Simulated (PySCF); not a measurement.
**Ce(OH)3: structure and properties**

Aim: find the relaxed shape of Ce(OH)3, test it by its vibrations, and read charges and levels. The structure is generated, not taken from experiment.

The runs use PySCF 2.14.0; PBE0, Ce lcecp-1-SVP with ECP47, O def2-SVP, H def2-SVP; scalar-relativistic core potentials, no spin–orbit coupling.

1 further run of the same task is left out (for a known fault of the program).

## 1. Where the work starts

7 atoms, charge 0, spin multiplicity 1.

Bond lengths: Ce1–O2 2.242 Å, Ce1–O4 2.242 Å, Ce1–O6 2.242 Å, O2–H3 0.966 Å, O4–H5 0.966 Å, O6–H7 0.966 Å. Angles: O2–Ce1–O4 120.0°, O2–Ce1–O6 120.0°, O4–Ce1–O6 120.0°, Ce1–O2–H3 158.7°, Ce1–O4–H5 158.7°, Ce1–O6–H7 158.7°.

Geometry (Å):

```xyz
7

Ce    0.0000    0.0000    0.0000
O     2.2418    0.0000    0.0000
H     3.1418    0.0000    0.3500
O    -1.1209    1.9415    0.0000
H    -1.5709    2.7209    0.3500
O    -1.1209   -1.9415    0.0000
H    -1.5709   -2.7209    0.3500
```

Formal oxidation states: Ce +3. Each metal's 1 4f electrons lie in its core potential, so multiplicities, spins and levels count the valence alone.

## 2. SCF at the start, singlet

run.py (the lines that set the calculation) reads:

```python
mol = gto.M(atom='''
Ce     0.00000     0.00000     0.00000
O      2.24180     0.00000     0.00000
H      3.14180     0.00000     0.35000
O     -1.12090     1.94150     0.00000
H     -1.57090     2.72090     0.35000
O     -1.12090    -1.94150     0.00000
H     -1.57090    -2.72090     0.35000''',
    basis={'Ce': 'lcecp-1-SVP', 'O': 'def2-SVP', 'H': 'def2-SVP'},
    ecp={'Ce': 'lcecp-1-SVP'},
    charge=0, spin=0)
mf = dft.RKS(mol, xc='PBE0')
mf.grids.atom_grid = (50, 194)  # f atoms: unpruned, at least (60, 302)
mf = mf.density_fit()  # fitting sets: Ce AutoAux, O def2-universal-JKFIT, H def2-universal-JKFIT
mf.conv_tol = 1e-08; mf.max_cycle = 55
mf.kernel(dm0)  # dm0: free metal ions and neutral atoms
```

Run with:

```bash
$ OMP_NUM_THREADS=2 python run.py
```

What it wrote:

```text
init E= -263.688232295595
  HOMO = -0.302575852921096  LUMO = -0.0901739458218742  gap/eV = 5.77975
cycle= 1 E= -259.423279447061  delta_E= 4.26  |g|= 0.364  |ddm|= 2.55
  HOMO = -0.22611636145471  LUMO = -0.0531893827271936  gap/eV = 4.70558
cycle= 2 E= -259.418595919793  delta_E= 0.00468  |g|= 0.426  |ddm|= 0.65
  HOMO = -0.277315399323091  LUMO = -0.0548745461249496  gap/eV = 6.05292
cycle= 3 E= -259.450099513425  delta_E= -0.0315  |g|= 0.127  |ddm|= 0.35
  HOMO = -0.267885732518416  LUMO = -0.0590605551473651  gap/eV = 5.68242
cycle= 4 E= -259.453333518774  delta_E= -0.00323  |g|= 0.0226  |ddm|= 0.103
  HOMO = -0.269096530051125  LUMO = -0.0571535440708146  gap/eV = 5.76726
cycle= 5 E= -259.453457943594  delta_E= -0.000124  |g|= 0.00195  |ddm|= 0.0254
  HOMO = -0.269401391542556  LUMO = -0.0575284891942474  gap/eV = 5.76536
cycle= 6 E= -259.453459109622  delta_E= -1.17e-06  |g|= 0.00032  |ddm|= 0.00348
  HOMO = -0.269439893051941  LUMO = -0.0575309369396315  gap/eV = 5.76634
cycle= 7 E= -259.453459133791  delta_E= -2.42e-08  |g|= 7.03e-05  |ddm|= 0.000328
  HOMO = -0.269441849474017  LUMO = -0.0575253201951256  gap/eV = 5.76654
cycle= 8 E= -259.453459135376  delta_E= -1.59e-09  |g|= 8.15e-06  |ddm|= 0.000101
  HOMO = -0.269442054686973  LUMO = -0.0575259095512948  gap/eV = 5.76653
Extra cycle  E= -259.453459135383  delta_E= -6.37e-12  |g|= 9.65e-06  |ddm|= 1.71e-05
converged SCF energy = -259.453459135383
```

Wall time 2 s (2 threads of Intel Xeon 6975P-C (Granite Rapids), shared host); peak memory 0.51 GiB.

Result: E = -259.453459 Eh, HOMO -7.33 eV, LUMO -1.57 eV, Mulliken charge on Ce1 +1.23 e. 

## 3. Relaxation, singlet

Steps are kept in the start's point group, C3v.

run.py (the lines that set the calculation) reads:

```python
mol = gto.M(atom='''
Ce     0.00000     0.00000    -0.00554
O      2.24183    -0.00002    -0.00554
H      3.14181    -0.00003     0.34446
O     -1.12089     1.94149    -0.00554
H     -1.57088     2.72090     0.34446
O     -1.12093    -1.94147    -0.00554
H     -1.57093    -2.72087     0.34446''',
    basis={'Ce': 'lcecp-1-SVP', 'O': 'def2-SVP', 'H': 'def2-SVP'},
    ecp={'Ce': 'lcecp-1-SVP'},
    charge=0, spin=0)
mf = dft.RKS(mol, xc='PBE0')
mf.grids.atom_grid = (50, 194)  # f atoms: unpruned, at least (60, 302)
mf = mf.density_fit()  # fitting sets: Ce AutoAux, O def2-universal-JKFIT, H def2-universal-JKFIT
mf.conv_tol = 1e-08; mf.max_cycle = 55
mf.kernel(dm0)  # dm0: an SCF of this state at this start
# quasi-Newton relaxation in Cartesian coordinates to a largest gradient under 0.00045 Eh/bohr, steps kept in the point group
```

Run with:

```bash
$ OMP_NUM_THREADS=2 python run.py
```

No log is kept here; the results follow.

Wall time 20 s (2 threads of Intel Xeon 6975P-C (Granite Rapids), shared host).

The steps of the relaxation:

| step | energy from step 1 (eV) | largest force component (eV/Å) |
| --- | --- | --- |
| 1 | 0.0000 | 1.0912 |
| 2 | -0.1966 | 0.6722 |
| 3 | -0.2778 | 0.4468 |
| 4 | -0.3198 | 0.4380 |
| 5 | -0.3275 | 0.0800 |
| 6 | -0.3290 | 0.0457 |
| 7 | -0.3292 | 0.0121 |
| 8 | -0.3293 | 0.0028 |

Close pairs (by a distance rule), those that changed most:

| bond | before (Å) | after (Å) | change (Å) |
| --- | --- | --- | --- |
| Ce1–O6 | 2.242 | 2.148 | -0.094 |
| Ce1–O4 | 2.242 | 2.148 | -0.094 |
| Ce1–O2 | 2.242 | 2.148 | -0.094 |
| O4–H5 | 0.966 | 0.957 | -0.008 |
| O6–H7 | 0.966 | 0.957 | -0.008 |
| O2–H3 | 0.966 | 0.957 | -0.008 |

It ends in C3v at E = -259.465559 Eh.

| atom | x (Å) | y (Å) | z (Å) |
| --- | --- | --- | --- |
| Ce1 | 0.0000 | 0.0000 | -0.3504 |
| O2 | 2.1072 | 0.0000 | 0.0676 |
| H3 | 3.0100 | 0.0000 | 0.3862 |
| O4 | -1.0536 | 1.8249 | 0.0676 |
| H5 | -1.5050 | 2.6068 | 0.3862 |
| O6 | -1.0536 | -1.8249 | 0.0676 |
| H7 | -1.5050 | -2.6067 | 0.3862 |

## 4. The relaxed geometry turned into its symmetry frame

run.py (the lines that set the calculation) reads:

```python
mol = gto.M(atom='''
Ce     0.00000     0.00000    -0.11673
O      2.10717    -0.00002     0.30127
H      3.01003    -0.00003     0.61988
O     -1.05357     1.82487     0.30127
H     -1.50499     2.60677     0.61988
O     -1.05360    -1.82485     0.30127
H     -1.50504    -2.60674     0.61988''',
    basis={'Ce': 'lcecp-1-SVP', 'O': 'def2-SVP', 'H': 'def2-SVP'},
    ecp={'Ce': 'lcecp-1-SVP'},
    charge=0, spin=0)
mf = dft.RKS(mol, xc='PBE0')
mf.grids.atom_grid = (50, 194)  # f atoms: unpruned, at least (60, 302)
mf = mf.density_fit()  # fitting sets: Ce AutoAux, O def2-universal-JKFIT, H def2-universal-JKFIT
mf.conv_tol = 1e-08; mf.max_cycle = 55
mf.kernel(dm0)  # dm0: free metal ions and neutral atoms
```

Run with:

```bash
$ OMP_NUM_THREADS=2 python run.py
```

What it wrote:

```text
init E= -263.809949404245
  HOMO = -0.311543630000811  LUMO = -0.085861461265516  gap/eV = 6.14112
cycle= 1 E= -259.436271720912  delta_E= 4.37  |g|= 0.368  |ddm|= 2.64
  HOMO = -0.230772128938906  LUMO = -0.0353349870609563  gap/eV = 5.31812
cycle= 2 E= -259.438349617834  delta_E= -0.00208  |g|= 0.381  |ddm|= 0.614
  HOMO = -0.282006652791959  LUMO = -0.0424992561673605  gap/eV = 6.51733
cycle= 3 E= -259.462316596552  delta_E= -0.024  |g|= 0.126  |ddm|= 0.319
  HOMO = -0.271876505880322  LUMO = -0.0466519219716162  gap/eV = 6.12867
cycle= 4 E= -259.465404371311  delta_E= -0.00309  |g|= 0.0253  |ddm|= 0.102
  HOMO = -0.273122332160455  LUMO = -0.0449158520378639  gap/eV = 6.20981
cycle= 5 E= -259.465557961511  delta_E= -0.000154  |g|= 0.00183  |ddm|= 0.0281
  HOMO = -0.273450311861964  LUMO = -0.0451983852947855  gap/eV = 6.21105
cycle= 6 E= -259.465558906476  delta_E= -9.45e-07  |g|= 0.000269  |ddm|= 0.00317
  HOMO = -0.273477858909711  LUMO = -0.0452116796428257  gap/eV = 6.21144
cycle= 7 E= -259.46555892221  delta_E= -1.57e-08  |g|= 7.71e-05  |ddm|= 0.00029
  HOMO = -0.273483471252896  LUMO = -0.0452060185148362  gap/eV = 6.21175
cycle= 8 E= -259.465558923968  delta_E= -1.76e-09  |g|= 5.13e-06  |ddm|= 0.000105
  HOMO = -0.273483421795372  LUMO = -0.0452067536126108  gap/eV = 6.21172
Extra cycle  E= -259.465558923976  delta_E= -7.45e-12  |g|= 4.89e-06  |ddm|= 1.25e-05
converged SCF energy = -259.465558923976
```

It took 1 s on 2 threads of Intel Xeon 6975P-C (Granite Rapids), shared host.

It gives: E = -259.465559 Eh, HOMO -7.44 eV, LUMO -1.23 eV, Mulliken charge on Ce1 +1.17 e. 

## 5. Harmonic vibrations

Edit run.py (the lines that set the calculation) of step 4 so:

```diff
@@ -14,3 +14,4 @@
 mf = mf.density_fit()  # fitting sets: Ce AutoAux, O def2-universal-JKFIT, H def2-universal-JKFIT
-mf.conv_tol = 1e-08; mf.max_cycle = 55
-mf.kernel(dm0)  # dm0: free metal ions and neutral atoms
+mf.conv_tol = 1e-10; mf.max_cycle = 55
+mf.kernel(dm0)  # dm0: the density of the relaxed state
+# Hessian and dipole derivatives by central differences of gradients, 0.02 bohr
```

Run with:

```bash
$ OMP_NUM_THREADS=2 python run.py
```

The driver keeps no SCF log for this step, only its results.

Run time: 33 s. Hardware: 2 threads of Intel Xeon 6975P-C (Granite Rapids), shared host.

Point group C3v; negative numbers are unstable modes, and those under 60 cm⁻¹ are near the numerical noise:

| cm⁻¹ | km/mol | symmetry |
| --- | --- | --- |
| 42 | 10.7 | a1 |
| 111 | 1.3 | e |
| 111 | 1.3 | e |
| 287 | 0.0 | a2 |
| 360 | 288.9 | e |
| 360 | 288.9 | e |
| 454 | 21.5 | e |
| 454 | 21.5 | e |
| 479 | 486.8 | a1 |
| 565 | 219.7 | e |
| 565 | 219.7 | e |
| 592 | 30.4 | a1 |
| 3993 | 145.3 | e |
| 3993 | 145.3 | e |
| 3994 | 25.2 | a1 |

## 6. Properties on a finer grid

run.py (the lines that set the calculation) reads:

```python
mol = gto.M(atom='''
Ce     0.00000     0.00000    -0.35038
O      2.10717    -0.00002     0.06762
H      3.01003    -0.00003     0.38623
O     -1.05357     1.82487     0.06762
H     -1.50499     2.60677     0.38623
O     -1.05360    -1.82485     0.06762
H     -1.50504    -2.60674     0.38623''',
    basis={'Ce': 'lcecp-1-SVP', 'O': 'def2-SVP', 'H': 'def2-SVP'},
    ecp={'Ce': 'lcecp-1-SVP'},
    charge=0, spin=0)
mf = dft.RKS(mol, xc='PBE0')
mf.grids.atom_grid = (75, 302)  # f atoms: unpruned, at least (60, 302)
mf = mf.density_fit()  # fitting sets: Ce AutoAux, O def2-universal-JKFIT, H def2-universal-JKFIT
mf.conv_tol = 1e-09; mf.max_cycle = 55
mf.kernel(dm0)  # dm0: the density of the relaxed state
```

Run with:

```bash
$ OMP_NUM_THREADS=2 python run.py
```

What it wrote:

```text
init E= -259.465560127169
  HOMO = -0.273484691010626  LUMO = -0.0452063245852798  gap/eV = 6.21177
cycle= 1 E= -259.465560127241  delta_E= -7.14e-11  |g|= 2.22e-05  |ddm|= 5.2e-05
  HOMO = -0.273481227723679  LUMO = -0.0452070461513578  gap/eV = 6.21166
Extra cycle  E= -259.465560127113  delta_E= 1.28e-10  |g|= 3.41e-05  |ddm|= 4.31e-05
converged SCF energy = -259.465560127113
```

Wall time 8.6 s (2 threads of Intel Xeon 6975P-C (Granite Rapids), shared host).

Read off: E = -259.465560 Eh, HOMO -7.44 eV, LUMO -1.23 eV, Mulliken charge on Ce1 +1.17 e, largest force component 0.004 eV/Å. 

Löwdin charges:

| atom | value (e) |
| --- | --- |
| Ce1 | 0.85 |
| O2 | -0.36 |
| H3 | 0.07 |
| O4 | -0.36 |
| H5 | 0.07 |
| O6 | -0.36 |
| H7 | 0.07 |

Mulliken charges: Ce1 +1.17, O2 -0.57, H3 +0.18, O4 -0.57, H5 +0.18, O6 -0.57, H7 +0.18 e.

Contacts (the nearest donor of each ligand) and Mayer bond orders:

| contact | distance (Å) | bond order |
| --- | --- | --- |
| Ce1–O2 (OH) | 2.148 | 1.01 |
| Ce1–O4 (OH) | 2.148 | 1.01 |
| Ce1–O6 (OH) | 2.148 | 1.01 |

Mulliken populations of Ce1 outside the core potential: s 2.09, p 6.26, d 1.37, f 0.10.

Orbitals, density, ELF and potential are computed afterwards from the orbital file.

Frontier orbitals at PBE0, with the share of their density that lies nearest to each atom:

| orbital | energy (eV) | lies on |
| --- | --- | --- |
| HOMO-1 | -7.50 | O2, O4, O6 about 30 % each |
| HOMO | -7.44 | O2, O4, O6 about 30 % each |
| LUMO | -1.23 | Ce1 64 %; O2, O4, O6 about 10 % each |

ELF in a plane through or near 3 of the atoms.

Ten even steps from '0' (0.00) to '9' (0.88):
```
0000000000000000000000000000
0000000000000000000000000000
0000000000000000000000000000
0000000026530000000000000000
0000000179973210000000000000
0000000159998751000000000000
0000000038659951000000000000
0000000158988410014420000000
0000000035533686149864410000
0000000000159778278699962000
0000000000159778278699962000
0000000035533686149864410000
0000000158988410014420000000
0000000038659951000000000000
0000000159998751000000000000
0000000179973210000000000000
0000000026530000000000000000
0000000000000000000000000000
0000000000000000000000000000
0000000000000000000000000000
```
The map spans 11.2 Å across and 10.4 Å up, centred on the molecule. Atoms in the plane (x, y in Å): O2 (2.1, 0.0), O4 (-1.1, 1.8), O6 (-1.1, -1.8).

On the surface of density 0.002 e/bohr³ the electrostatic potential runs, from the 1st to the 99th percentile, from -1.21 V near O4 to 4.62 V near Ce1.

## 7. Outcome

| quantity | value |
| --- | --- |
| state and point group | singlet in the valence, C3v |
| modes | 42 to 3994 cm⁻¹, none unstable |
| strongest infrared band (modes within 1.5 cm⁻¹ summed) | 360 cm⁻¹ (578 km/mol) |
| zero-point energy | 1.014 eV |
| ideal gas, 298 K, 1 bar | S = 362.8, Cp = 108.3 J/(mol K) |
| metal–ligand contacts | 2.15 Å |
| frontier levels | HOMO -7.44 eV, LUMO -1.23 eV |
| dipole | 1.49 D |
| mean polarisability | 6.8 Å³ |

In words: All modes are real within the noise of the softest ones, so the structure is a minimum. The metal carries +0.85 e by Löwdin's partition against a formal +3, and bond orders to the nearest donors reach 1.01. Both measures hang on the basis. One start shape was tried, so another isomer may lie lower. The bases are small and lack diffuse functions. Spin–orbit coupling is left out.
